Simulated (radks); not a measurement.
# Tl⁺ in [Hg]: an all-electron calculation

One table from this session's results is given with a row withheld; the runs are named, their logs left out.

Method: scalar-relativistic Kohn-Sham, PBEsol, spin-polarised, spherical densities, finite nucleus. Code: radks (a radial shooting solver on a logarithmic mesh, Libxc functionals) version 1.

### The system

```
element            : thallium (Z = 81)
charge             : +1
electrons          : 80
configuration      : [Hg]
nuclear rms radius : 5.4759 fm
```

Outer shells as boxes (Hund's rule):

Tl⁺
```
[Xe] core
4f [↑↓][↑↓][↑↓][↑↓][↑↓][↑↓][↑↓]
5d [↑↓][↑↓][↑↓][↑↓][↑↓]
6s [↑↓]
```

Set-up of the first run:

Input:

```text
Z 81
configuration [Hg]
relativity scalar-relativistic
functional pbe_sol,pbe_sol
spin polarised
nucleus finite rms 5.4759 fm
c 137.035999084
```

One of the session's tables, all rows but one given; the rest of the session is left out.

It belongs to the step «Radial structure». From the orbitals of this run (lengths in bohr):

```
level      <r>  outermost maximum (interpolated)  90 % within  nodes
   1s        ?                                 ?            ?      ?
   2s  0.06878                            0.0582        0.107      1
   2p  0.06236                            0.0483        0.102      0
   3s   0.1776                             0.164        0.261      2
   3p   0.1793                             0.164        0.268      1
   3d   0.1625                             0.133        0.252      0
   4s   0.3918                             0.369        0.561      3
   4p   0.4177                             0.389        0.605      2
   4d   0.4399                             0.395        0.655      1
   5s   0.8770                             0.808         1.25      4
   4f   0.4677                             0.358        0.745      0
   5p    1.007                             0.904         1.46      3
   5d    1.383                              1.12         2.12      2
   6s    2.379                              2.04         3.48      5
```

Q: Estimate the row for 1s from the others.

The run gave: <r>: 0.01633; outermost maximum (interpolated): 0.0100; 90 % within: 0.0299; nodes: 0. In the column «<r>» it is the lowest.
